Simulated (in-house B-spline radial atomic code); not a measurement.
**Er³⁺: ionisation energy by several methods**

Wanted: one ionisation energy, Er³⁺ to configuration [Xe] 4f10, up the ladder of functionals.

Program: in-house B-spline radial atomic code version 1. Level of theory: non-relativistic, several functionals, spin-polarised; spherical all-electron atom at the radial basis limit. These are calculated values, not measurements, unless marked.

## 1. The system

| Property | Result |
| --- | --- |
| element | erbium (Z = 68) |
| charge | +3 |
| electrons | 65 |
| configuration | [Xe] 4f11 |
| nucleus | point |

The outer shells:

[Xe] 4f11
```
[Xe] core
4f [↑↓][↑↓][↑↓][↑↓][↑ ][↑ ][↑ ]
```

Where spins are not typed, each open shell is filled with up spins first.

## 2. Hartree-Fock

Settings, as recorded:

```ini
Z = 68
electrons = 65.0
configuration = [Xe] 4f11
hamiltonian = nr
method = hf
spin_polarised = True
```

## 3. PW91

Settings, as recorded:

```ini
Z = 68
electrons = 65.0
configuration = [Xe] 4f11
hamiltonian = nr
method = pw91,pw91
spin_polarised = True
```

## 4. revTPSS

Settings, as recorded:

```ini
Z = 68
electrons = 65.0
configuration = [Xe] 4f11
hamiltonian = nr
method = revtpss,revtpss
spin_polarised = True
```

## 5. BLYP

Settings, as recorded:

```ini
Z = 68
electrons = 65.0
configuration = [Xe] 4f11
hamiltonian = nr
method = b88,lyp
spin_polarised = True
```

## 6. AM05

Settings, as recorded:

```ini
Z = 68
electrons = 65.0
configuration = [Xe] 4f11
hamiltonian = nr
method = am05
spin_polarised = True
```

## 7. PBE

Settings, as recorded:

```ini
Z = 68
electrons = 65.0
configuration = [Xe] 4f11
hamiltonian = nr
method = pbe,pbe
spin_polarised = True
```

Q: The tabulated ionisation energy is 42.42 ± 0.04 eV (semi-empirical; NIST Atomic Spectra Database). What does each method give, and which comes nearest?

**Answer**, as computed:

| method | rung | total energy (hartree) | ΔSCF (eV) | −ε highest (eV) | ΔSCF less tabulated (eV) |
| --- | --- | --- | --- | --- | --- |
| PW91 | GGA | -12501.4030 | 49.247 | 38.914 (4f down) | +6.827 |
| BLYP | GGA | -12500.8166 | 48.935 | 38.618 (4f down) | +6.515 |
| AM05 | GGA | -12493.2033 | 49.272 | 38.929 (4f down) | +6.852 |
| PBE | GGA | -12500.0534 | 49.124 | 38.798 (4f down) | +6.704 |
| revTPSS | meta-GGA | -12498.6150 | 48.794 | 38.491 (4f down) | +6.374 |
| Hartree-Fock | Hartree-Fock | -12496.6801 | 44.388 | 50.559 (4f down) | +1.968 |

Against the tabulated ionisation energy, 42.42 ± 0.04 eV (semi-empirical; NIST Atomic Spectra Database), the best here is Hartree-Fock (+1.968 eV) and the worst AM05 (+6.852 eV, or 16 %). Mean absolute error by rung (exchange-only levels left out): GGA 6.72 eV, meta-GGA 6.37 eV, Hartree-Fock 1.97 eV. These runs lack relativity altogether, which can outweigh the gaps between the methods, so the nearest may be so by luck. PBE is off by +6.704 eV. These runs leave out relativity, which matters at this nuclear charge. Open shells are averaged (over orientations, and over spins where the run is restricted), while tables refer to the lowest levels. For the semilocal functionals minus the highest level recovers only 79 % of their own ΔSCF value, a mark of self-interaction.
